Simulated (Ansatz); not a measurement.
# ZrB2W3: the cost of one run

Computed with Ansatz 0.2.0 (DFT PBE, scalar-relativistic, plane waves, PAW, unless a step's input says otherwise).

### Step 1. The starting structure

It takes space group P-3m1 (No. 164, trigonal). Conventional cell: a = 4.133 Å, b = 4.133 Å, c = 6.636 Å, α = 90.00°, β = 90.00°, γ = 120.00°. Zr (site symmetry -3m) is surrounded by 6 B at 2.93 Å and 8 W at 3.32 to 3.37 Å. B (site symmetry 3m) is surrounded by 7 W at 2.48 to 2.88 Å and 3 Zr at 2.93 Å. W (site symmetry 3m) has 4 B at 2.48 to 2.56 Å and 3 W at 2.57 Å as nearest neighbours. Around W (site symmetry -3m) lie 6 W at 2.57 Å and 6 B at 2.88 Å.

As a file:

```cif
data_structure
_symmetry_space_group_name_H-M 'P 1'
_symmetry_Int_Tables_number 1
_cell_length_a 4.1333
_cell_length_b 4.1333
_cell_length_c 6.6360
_cell_angle_alpha 90.000
_cell_angle_beta 90.000
_cell_angle_gamma 120.000
_cell_volume 98.18
loop_
_atom_site_label
_atom_site_type_symbol
_atom_site_fract_x
_atom_site_fract_y
_atom_site_fract_z
_atom_site_occupancy
Zr1 Zr 0.00000 0.00000 0.00000 1
B1 B 0.66667 0.33333 0.74363 1
B2 B 0.33333 0.66667 0.25637 1
W1 W 0.66667 0.33333 0.35759 1
W2 W 0.33333 0.66667 0.64241 1
W3 W 0.00000 0.00000 0.50000 1
```

Recipe of the guess: species swapped into a database cell of Li3LaBi2 (P-3m1, No. 164), with W on the Li sites, Zr on the La sites and B on the Bi sites. Its size is a rough estimate.

### Step 2. The guess as it stands, on a coarse mesh

input.yaml reads:

```yaml
crystal:
  lattice:
    - [4.1332828, 0.0, 0.0]
    - [-2.0666414, 3.57952791, 0.0]
    - [0.0, 0.0, 6.63597742]
  atoms:
    - { symbol: Zr, position: [0.0, 0.0, 0.0] }
    - { symbol: B, position: [0.66666667, 0.33333333, 0.74362803] }
    - { symbol: B, position: [0.33333333, 0.66666667, 0.25637197] }
    - { symbol: W, position: [0.66666667, 0.33333333, 0.3575947] }
    - { symbol: W, position: [0.33333333, 0.66666667, 0.6424053] }
    - { symbol: W, position: [0.0, 0.0, 0.5] }
basis:
  ecutwfc: 420
kpoints:
  mp_grid: { grid: [6, 6, 4] }
hamiltonian:
  xc: pbe
scf:
  occupations: { method: gaussian, width: 0.1 }
  lower_state_search: "off"
output:
  forces: true
  stress: true
  eigenvalues: true
```

On the command line:

```sh
$ ansatz run input.yaml --threads 1 --pin off --max-ram 2560MiB --backend cpu --events-out ev --progress --plain --runs-dir out
```

**Question.** How long does this run take on 1 thread of Intel Xeon at 2.70GHz, shared host, and how much memory does it need?

About 4.6 s, with a peak of 0.42 GiB.
